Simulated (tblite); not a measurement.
# ClFGeH4NSi: the cost of one run

Computed with tblite 0.8.0 and PySCF 2.14.0; each step states its level. No surroundings beyond the atoms listed, unless a continuum is named. Atoms count from 0, parts from 1.

### 1 Starting point

9 atoms, charge 0, multiplicity 2; geometry: distance geometry start.

### 2 Geometry optimisation with GFN2-xTB

What the job is given:

```
{"job": {"kind": "relax", "xc": "GFN2-xTB", "basis": "xTB"}, "charge": 0, "multiplicity": 2}
Ge    -0.703078    -0.461230    -0.045384
Si     1.502151     0.274003     0.121062
F     -0.783672    -1.585013    -1.374681
Cl    -1.356603    -1.491129     1.757399
N     -1.713250     1.057558    -0.331794
H      2.442166    -0.836492     0.023798
H      1.619745     0.963120     1.405725
H      1.717822     1.258682    -0.964632
H     -2.682079     0.841203    -0.630425
```

Level: GFN2-xTB geometry optimisation, gas phase.

Launch:

```sh
> OMP_NUM_THREADS=1 python cluster_run.py task.json out
```

This one command runs all jobs of the session in turn.

**Question.** How long does this first job take on 1 thread of Arm Neoverse V1, shared host?

About 1.2 s.
